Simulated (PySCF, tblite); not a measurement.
# C₄H₄FNO₂: geometry, infrared bands and NMR shifts

Aim: predict the infrared bands and NMR shifts of C₄H₄FNO₂ (`N#C[C@@H]1CO[C@@H](F)O1`).

Computed with tblite 0.8.0 and PySCF 2.14.0, with density-fitted response routines of our own, on a single molecule in the gas phase. Atoms count from 0, in the outputs and in this text.

## (1) The starting structure

12 atoms, charge 0, multiplicity 1; geometry from: force field or distance geometry start.

Bonds of the start (Å): N0–C1 1.16, C1–C2 1.45, C2–C3 1.52, C3–O4 1.40, O4–C5 1.39, C5–F6 1.37, C5–O7 1.42, O7–C2 1.40, C2–H8 1.09, C3–H9 1.13, C3–H10 1.09, C5–H11 1.11.

## (2) Relaxing the molecule with GFN2-xTB

Job settings and geometry (Å):

```
{"job": {"kind": "relax", "xc": "GFN2-xTB", "basis": "xTB"}, "charge": 0, "multiplicity": 1}
N     -0.585100    -0.235600     2.653400
C     -0.478600     0.236300     1.598300
C     -0.330600     0.835200     0.287100
C     -0.862000    -0.091800    -0.787400
O      0.299300    -0.507000    -1.451400
C      1.222400    -0.462300    -0.407200
F      2.509100    -0.724700    -0.791500
O      1.041200     0.888200    -0.011400
H     -0.815700     1.811800     0.275000
H     -1.306200    -0.991100    -0.274900
H     -1.530100     0.359800    -1.513600
H      0.837600    -1.119500     0.397600
```

Command:

```
OMP_NUM_THREADS=1 python probes_run.py task.json out
```

One launch serves the whole session: the jobs run in the order shown.

**Question.** This job is followed by: GFN2-xTB harmonic vibrations, gas phase; GIAO PBE0/pcSseg-1 NMR shielding, non-relativistic, gas phase. Predict these results of the whole session: strongest single infrared mode (GFN2-xTB); zero-point energy (GFN2-xTB); ¹³C shifts against TMS (PBE0/pcSseg-1); ¹H shifts against TMS (PBE0/pcSseg-1); ¹⁵N shifts against NH3 (PBE0/pcSseg-1); ¹⁷O shifts against H2O (PBE0/pcSseg-1); ¹⁹F shifts against CFCl3 (PBE0/pcSseg-1).

The runs gave:

| quantity | value |
| --- | --- |
| strongest single infrared mode (GFN2-xTB) | 890 cm⁻¹, 258 km/mol |
| zero-point energy (GFN2-xTB) | 50.4 kcal/mol |
| ¹³C shifts against TMS (PBE0/pcSseg-1) | 125.1, 121.6, 71.8, 64.3 ppm |
| ¹H shifts against TMS (PBE0/pcSseg-1) | 6.61, 4.92, 4.63, 4.50 ppm |
| ¹⁵N shifts against NH3 (PBE0/pcSseg-1) | 311.9 ppm |
| ¹⁷O shifts against H2O (PBE0/pcSseg-1) | 131.5, 117.7 ppm |
| ¹⁹F shifts against CFCl3 (PBE0/pcSseg-1) | -98.6 ppm |

In words: Relaxing lowered the energy by 0.952 eV in 73 steps; the close pair that moved most is C5–O7, from 1.419 to 1.364 Å. No mode is imaginary among the 30: a minimum at this level. The strongest single mode, at 890 cm⁻¹, moves mainly C5. GFN2-xTB is a fitted tight-binding method: band positions and strengths are rough. Its intensities can rank the bands wrongly. The most deshielded hydrogen is H11 (hydrogen on an sp3 carbon bearing two oxygens), at 6.61 ppm: its carbon carries F and O, which withdraws density. At PBE0/pcSseg-1: The largest span, 492 ppm, is at N0, where the paramagnetic term is -383 ppm.
